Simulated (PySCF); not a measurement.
# C3HBrO3: the cost of one run

Programs: PySCF 2.14.0, with routines of our own; each step states its level. All values are computed. Atoms count from 0.

## Step 1: The starting structure

8 atoms, charge 0, multiplicity 1; geometry from: GFN2-xTB.

## Step 2: Magnetic properties: GIAO B3LYP/pcSseg-1

What the job is given:

```
{"job": {"kind": "mag", "xc": "B3LYP", "basis": "pcSseg-1", "isotopologues": 2}, "charge": 0, "multiplicity": 1}
O     -1.574133    -1.623362    -0.260962
C     -0.729686    -0.790647    -0.129733
C     -0.688869     0.600923     0.123217
Br    -2.056568     1.822244     0.382139
O      0.591600     1.027446     0.169503
C      1.352903     0.005167    -0.036217
O      0.690713    -1.101026    -0.221698
H      2.423098     0.068669    -0.050814
```

Level: GIAO B3LYP/pcSseg-1 magnetisability, rotational g tensor and spin-rotation constants, non-relativistic, gas phase.

The run is started by

```bash
$ OMP_NUM_THREADS=1 python excited_run.py task.json out
```

This one command runs all jobs of the session in turn.

Q: Estimate the wall time and peak memory of this first job on 1 thread of Arm Neoverse V1, shared host.

About 24 s, with a peak of 0.8 GiB.
